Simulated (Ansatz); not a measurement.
# C₂HBF₂: a ladder of functionals and wavefunction methods

One table from this session's results is given with a row withheld; the runs are named, their logs left out.

Computed with Ansatz 0.2.0, Gaussian basis. Level: functionals in def2-TZVPP, the program's frozen cores in correlated methods.

Plan: LDA (SPW92), PBE-D4, revPBE-D4, BLYP-D4, r2SCAN-D4, B97M-V, PBE0-D4, B3LYP-D4, r2SCANh-D4, r2SCAN0-D4, HSE06-D4, BHLYP-D4, CAM-B3LYP-D4, LC-ωPBE, ωB97X-V, ωB97M-V, B2PLYP, PBE-QIDH; CCSD(T)/def2-SVP; CCSD(T)/def2-TZVPP; MP2/def2-QZVPP; extrapolation to the limit; RPA on PBE.

## The geometry

All runs share one geometry, relaxed beforehand with PBE0-D4 in a triple-zeta def2 set.

6 atoms, charge 0, spin multiplicity 1.

Atoms are counted from 1 here; the program's logs count them from 0.

Bond lengths: C1–C2 1.203 Å, C1–H6 1.066 Å, C2–B3 1.521 Å, B3–F4 1.316 Å, B3–F5 1.316 Å. Angles: C2–C1–H6 180.0°, C1–C2–B3 180.0°, C2–B3–F4 121.1°, C2–B3–F5 121.1°, F4–B3–F5 117.8°.

Set-up of the first run:

The input, in.yaml:

```yaml
crystal:
  periodic: [false, false, false]
  atoms:
    - {symbol: C, position_ang: [-0.883678, 0.450763, 1.253421]}
    - {symbol: C, position_ang: [-0.218556, 0.106180, 0.311664]}
    - {symbol: B, position_ang: [0.621960, -0.329248, -0.878437]}
    - {symbol: F, position_ang: [0.153556, -1.179465, -1.766622]}
    - {symbol: F, position_ang: [1.841708, 0.131734, -1.054086]}
    - {symbol: H, position_ang: [-1.472990, 0.756036, 2.087861]}
basis:
  gaussian: {orbitals: def2-TZVPP}
hamiltonian: {xc: lda}
output: {orbitals: {seedname: orbitals}}
```

Steps of the session up to this table: LDA; PBE-D4 (GGA); revPBE-D4 (GGA); BLYP-D4 (GGA); r2SCAN-D4 (meta-GGA); B97M-V (meta-GGA); PBE0-D4 (hybrid); B3LYP-D4 (hybrid); r2SCANh-D4 (hybrid); r2SCAN0-D4 (hybrid); HSE06-D4 (hybrid); BHLYP-D4 (hybrid); CAM-B3LYP-D4 (range-separated); LC-ωPBE-D4 (range-separated; the results give it without D4); ωB97X-V (range-separated); ωB97M-V (range-separated); B2PLYP (double hybrid); PBE-QIDH (double hybrid).

One table of the session follows, with a row left open; its other results are not shown here.

It belongs to the step «Frontier levels by functional». 

```
  functional  HOMO (eV)  LUMO (eV)  gap (eV)
 LDA (SPW92)      -7.83      -2.75      5.08
      PBE-D4          ?          ?         ?
   revPBE-D4      -7.54      -2.33      5.20
     BLYP-D4      -7.45      -2.31      5.13
   r2SCAN-D4      -7.88      -2.19      5.68
      B97M-V      -7.86      -2.11      5.75
     PBE0-D4      -8.92      -1.50      7.42
    B3LYP-D4      -8.66      -1.73      6.92
  r2SCANh-D4      -8.36      -1.85      6.51
  r2SCAN0-D4      -9.09      -1.34      7.75
    HSE06-D4      -8.51      -1.88      6.63
    BHLYP-D4     -10.04      -0.45      9.59
CAM-B3LYP-D4     -10.31      -0.37      9.94
     LC-ωPBE     -11.78       0.86     12.64
     ωB97X-V     -11.33       0.79     12.12
     ωB97M-V     -11.20       0.66     11.87
```

Q: Estimate the row for PBE-D4 from the others.

The run gave: HOMO (eV): -7.61; LUMO (eV): -2.45; gap (eV): 5.17. In the column «HOMO (eV)» it lies between LDA (SPW92) (-7.83) and revPBE-D4 (-7.54).
